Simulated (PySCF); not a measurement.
# [FeO3]-: structure of the quartet

The task is one start of a wider search on [FeO3]-: the quartet, from a side-on plus terminal start. It is relaxed, tested by its Hessian and followed downhill if it is a saddle.

Method: PBE, basis Fe def2-SVPD, O def2-SVPD, no relativity, density fitting; program: PySCF 2.14.0.

## Step 1: The system as given

4 atoms, charge -1, spin multiplicity 4.

Bond lengths: Fe1–O2 1.844 Å, Fe1–O3 1.844 Å, Fe1–O4 1.715 Å, O2–O3 1.440 Å. Angles: O2–Fe1–O3 46.0°, O2–Fe1–O4 157.0°, O3–Fe1–O4 157.0°, Fe1–O2–O3 67.0°, Fe1–O3–O2 67.0°.

```xyz
4
charge -1 multiplicity 4
Fe    0.0000    0.0000    0.0000
O     0.7200    0.0000    1.6973
O    -0.7200    0.0000    1.6973
O     0.0000    0.0000   -1.7146
```

## Step 2: First SCF at the start

The steps below are one call of a driver around PySCF. For each, scf.py gives the equivalent set-up of the SCF; relaxations use the driver's own optimiser. After this first run the driver tries any further starts and a stability analysis.

Input file scf.py:

```python
from pyscf import gto, scf, dft
mol = gto.M(atom='''
Fe     0.000000     0.000000     0.000000
O      0.720000     0.000000     1.697300
O     -0.720000     0.000000     1.697300
O      0.000000     0.000000    -1.714600''',
    basis={'Fe': 'def2-SVPD', 'O': 'def2-SVPD'},
    charge=-1, spin=3)
mf = dft.UKS(mol, xc='PBE')
mf.grids.atom_grid = (50, 194)
aux = {'Fe': 'def2-universal-JKFIT', 'O': 'def2-universal-JKFIT'}
mf = mf.density_fit(auxbasis=aux)
mf.conv_tol = 1e-08
mf.diis_space = 10
mf.max_cycle = 60
mf.init_guess = 'minao'
mf.verbose = 4
mf.kernel()
```

The run is started by

```sh
> OMP_NUM_THREADS=2 python axn.py task.json out
```

Output (excerpt; [...] marks lines left out):

```text
[... the frontier levels of the middle cycles are left out ...]
init E= -1487.68191333224
[... the frontier-level lines of each cycle are left out ...]
cycle= 1 E= -1474.33445461752  delta_E= 13.3  |g|= 3.82  |ddm|= 8.35
cycle= 2 E= -1429.29617462067  delta_E=   45  |g|= 7.23  |ddm|= 17.8
cycle= 3 E= -1476.74056489165  delta_E= -47.4  |g|= 4.32  |ddm|= 15.8
cycle= 4 E= -1475.67629271467  delta_E= 1.06  |g|= 4.67  |ddm|= 4.05
cycle= 5 E= -1484.63209431478  delta_E= -8.96  |g|= 3.23  |ddm|= 3.75
cycle= 6 E= -1484.22114806556  delta_E= 0.411  |g|= 3.38  |ddm|= 0.959
cycle= 7 E= -1483.95465597658  delta_E= 0.266  |g|= 3.47  |ddm|= 0.352
cycle= 8 E= -1484.75006626821  delta_E= -0.795  |g|= 3.19  |ddm|= 1.05
cycle= 9 E= -1485.02955595256  delta_E= -0.279  |g|= 3.09  |ddm|= 0.136
cycle= 10 E= -1482.15268900632  delta_E= 2.88  |g|= 3.94  |ddm|= 0.859
cycle= 11 E= -1481.39361419319  delta_E= 0.759  |g|= 4.07  |ddm|= 0.248
cycle= 12 E= -1471.40292698865  delta_E= 9.99  |g|= 4.31  |ddm|= 21.8
cycle= 13 E= -1479.84434817383  delta_E= -8.44  |g|= 4.14  |ddm|= 21.8
cycle= 14 E= -1481.45912651996  delta_E= -1.61  |g|= 3.92  |ddm|= 1.91
[... 23 cycles left out ...]
cycle= 38 E= -1485.12816427948  delta_E= 0.114  |g|= 2.42  |ddm|= 6.41
cycle= 39 E= -1487.9306208489  delta_E= -2.8  |g|= 1.29  |ddm|= 5.56
cycle= 40 E= -1487.81975115199  delta_E= 0.111  |g|= 1.38  |ddm|= 3.21
cycle= 41 E= -1488.51606765261  delta_E= -0.696  |g|= 0.537  |ddm|= 3.28
cycle= 42 E= -1488.51000340887  delta_E= 0.00606  |g|= 0.554  |ddm|= 0.501
cycle= 43 E= -1488.61806964012  delta_E= -0.108  |g|= 0.118  |ddm|= 0.526
cycle= 44 E= -1488.6233092268  delta_E= -0.00524  |g|= 0.0406  |ddm|= 0.269
cycle= 45 E= -1488.62383993805  delta_E= -0.000531  |g|= 0.0231  |ddm|= 0.0519
cycle= 46 E= -1488.62407389002  delta_E= -0.000234  |g|= 0.00965  |ddm|= 0.0491
cycle= 47 E= -1488.62411384622  delta_E= -4e-05  |g|= 0.00257  |ddm|= 0.0113
cycle= 48 E= -1488.62411633129  delta_E= -2.49e-06  |g|= 0.00148  |ddm|= 0.0042
cycle= 49 E= -1488.62411706312  delta_E= -7.32e-07  |g|= 0.000805  |ddm|= 0.00194
cycle= 50 E= -1488.624117338  delta_E= -2.75e-07  |g|= 0.000112  |ddm|= 0.00131
cycle= 51 E= -1488.62411734316  delta_E= -5.16e-09  |g|= 5.34e-05  |ddm|= 0.000124
Extra cycle  E= -1488.62411728408  delta_E= 5.91e-08  |g|= 0.000418  |ddm|= 0.000357
converged SCF energy = -1488.62411728408  <S^2> = 3.7907304  2S+1 = 4.0203136
```

This step, with its further starts and checks, ran for 38 s (2 threads of Arm Neoverse V1, shared host).

The starts that the driver tried:

```
                      start   energy (Eh)
    the minimal-basis guess  -1488.624117
a thermally smeared density  -1488.624117
      a smeared PBE density  -1488.624117
```

No lower solution of this spin turned up from the other starts or in the test of internal stability.

## Step 3: Relaxation: side-on plus terminal start, quartet

The program finds C2v symmetry in the start, which this walk keeps. The walk stops when the largest gradient is under 0.0003 Eh/bohr and the energy has settled too.

scf.py, as its differences from that of step 2:

```diff
@@ -3,4 +3,4 @@
-Fe     0.000000     0.000000     0.000000
-O      0.720000     0.000000     1.697300
-O     -0.720000     0.000000     1.697300
-O      0.000000     0.000000    -1.714600''',
+Fe     0.000000     0.000000    -0.258579
+O      0.720000     0.000000     1.438721
+O     -0.720000     0.000000     1.438721
+O      0.000000     0.000000    -1.973179''',
@@ -16 +15,0 @@
-mf.init_guess = 'minao'
```

The optimiser's trace:

```
step   energy (Eh)  change (kJ/mol)  largest symmetric gradient (Eh/bohr)
   0  -1488.624117             0.00                               0.03691
   1  -1488.626528            -6.33                               0.00693
   2  -1488.626595            -6.51                               0.00156
   3  -1488.626599            -6.51                               0.00011
   4  -1488.626599            -6.51                               0.00003
```

The walk took 12 s.

End point (C2v, 4 steps, 6.5 kJ/mol gained): Fe–O 1.648 Å, Fe–O 1.842 Å (×2), O–O 1.441 Å; Fe–O–O 67.0° (×2), O–Fe–O 46.1°, O–Fe–O 157.0° (×2).

## Step 4: Is it a minimum? Harmonic modes

The point is checked on the finer grid, and tightened if its gradient asks for it. The Hessian and the dipole derivatives come from central differences of analytic gradients, with steps of 0.02 bohr.

scf.py, as its differences from that of step 3:

```diff
@@ -3,4 +3,4 @@
-Fe     0.000000     0.000000    -0.258579
-O      0.720000     0.000000     1.438721
-O     -0.720000     0.000000     1.438721
-O      0.000000     0.000000    -1.973179''',
+Fe     0.000000     0.000000    -0.268770
+O      0.720185     0.000000     1.427382
+O     -0.720185     0.000000     1.427382
+O      0.000000     0.000000    -1.916574''',
@@ -10 +10 @@
-mf.grids.atom_grid = (50, 194)
+mf.grids.atom_grid = (75, 302)
@@ -13 +13 @@
-mf.conv_tol = 1e-08
+mf.conv_tol = 1e-10
```

This SCF starts from the last density.

SCF at the final geometry:

```text
init E= -1488.62655143901
[... the frontier-level lines of each cycle are left out ...]
cycle= 1 E= -1488.62655137325  delta_E= 6.58e-08  |g|= 0.000444  |ddm|= 0.000379
cycle= 2 E= -1488.62654629714  delta_E= 5.08e-06  |g|= 0.0039  |ddm|= 0.00336
cycle= 3 E= -1488.62655143022  delta_E= -5.13e-06  |g|= 0.000142  |ddm|= 0.00306
cycle= 4 E= -1488.62655143989  delta_E= -9.66e-09  |g|= 2.34e-06  |ddm|= 0.000117
cycle= 5 E= -1488.62655143989  delta_E= -9.09e-12  |g|= 9.45e-07  |ddm|= 2.99e-06
Extra cycle  E= -1488.62655143989  delta_E= 6.37e-12  |g|= 6.06e-06  |ddm|= 5.08e-06
converged SCF energy = -1488.62655143989  <S^2> = 3.784771  2S+1 = 4.0173479
```

The whole step took 72 s.

Geometry: C2v; Fe–O 1.648 Å, Fe–O 1.843 Å (×2), O–O 1.440 Å; Fe–O–O 67.0° (×2), O–Fe–O 46.0°, O–Fe–O 157.0° (×2).

Modes, for the most abundant isotopes:

```json
{"symmetry": "b2", "ω (cm⁻¹)": "108", "IR (km/mol)": "18.7"}
{"symmetry": "b1", "ω (cm⁻¹)": "157", "IR (km/mol)": "14.1"}
{"symmetry": "a1", "ω (cm⁻¹)": "523", "IR (km/mol)": "9.2"}
{"symmetry": "b2", "ω (cm⁻¹)": "527", "IR (km/mol)": "12.9"}
{"symmetry": "a1", "ω (cm⁻¹)": "865", "IR (km/mol)": "50.5"}
{"symmetry": "a1", "ω (cm⁻¹)": "910", "IR (km/mol)": "307"}
```

No imaginary mode, so this is a minimum.

Constants and moments:

| Property | Result |
| --- | --- |
| Dipole moment about the centre of mass | 0.85 D |
| Highest occupied level | 1.00 eV |
| Lowest empty level | 1.54 eV |
| Rotational constants | 1.016, 0.1317, 0.1166 cm⁻¹ |
| Zero-point energy | 18.5 kJ/mol |
| Principal polarisabilities | 46.2, 49.0, 83.4 bohr³ |
| Principal traceless quadrupole moments about the centre of mass | -18.56, 9.06, 9.50 D Å |
| Entropy at 298.15 K and 1 bar (electronic part: spin only) | 304.5 J/(mol K) |
| Heat capacity Cp at 298.15 K | 63.7 J/(mol K) |
| Enthalpy at 298.15 K above 0 K | 14.85 kJ/mol |
| Rotational symmetry number | 2 |
| Spin squared ⟨S²⟩ | 3.785 |

Populations by atom (charges in e):

```csv
atom,Mulliken,Löwdin,polar tensor,spin (Mulliken),Mayer order to Fe1
Fe1,0.97,0.97,0.78,2.72,–
"O2,3",-0.51,-0.55,-0.43,0.01,0.63
O4,-0.95,-0.87,-0.91,0.26,1.47
```

Outer orbital energies (eV). α occupied: -2.96, -2.61, -1.61, -1.23, -0.41, -0.01, 0.30, 0.48; empty: 1.93, 3.70, 3.79, 4.21. β occupied: -5.29, -4.26, -2.70, -2.16, -1.52, -1.20, -0.04, 1.00; empty: 1.54, 2.32, 2.70, 2.88.

Mulliken populations on Fe1: s 6.57, p 12.15, d 6.32, f 0.00.

## Step 5: Results

```
                                          quantity                                                                                              value
                                           minimum                                                                                       quartet, C2v
                                          geometry  Fe–O 1.648 Å, Fe–O 1.843 Å (×2), O–O 1.440 Å; Fe–O–O 67.0° (×2), O–Fe–O 46.0°, O–Fe–O 157.0° (×2)
                                wavenumbers (cm⁻¹)                                         108 (b2), 157 (b1), 523 (a1), 527 (b2), 865 (a1), 910 (a1)
                    dipole moment (centre of mass)                                                                                             0.85 D
highest occupied, lowest empty level (either spin)                                                                                      1.00, 1.54 eV
                        polar-tensor charge of Fe1                                                                                            +0.78 e
                                 zero-point energy                                                                                        18.5 kJ/mol
                               entropy at 298.15 K                                                                                    304.5 J/(mol K)
                                              ⟨S²⟩                                                                                              3.785
```

**Reading.** The side-on plus terminal start keeps its C2v symmetry and ends in a minimum. In the infrared the band at 910 cm⁻¹ (a1) leads. Most of the spin sits on Fe1 (Mulliken spin 2.72, against 3 for the whole molecule). Other starts or spin states, not run here, may lie lower. A highest occupied level above zero is common for anions with such functionals; it warns that the extra electron is poorly described. One determinant may miss the lowest occupation of an open d or f shell.

The search up to here took 2 min.
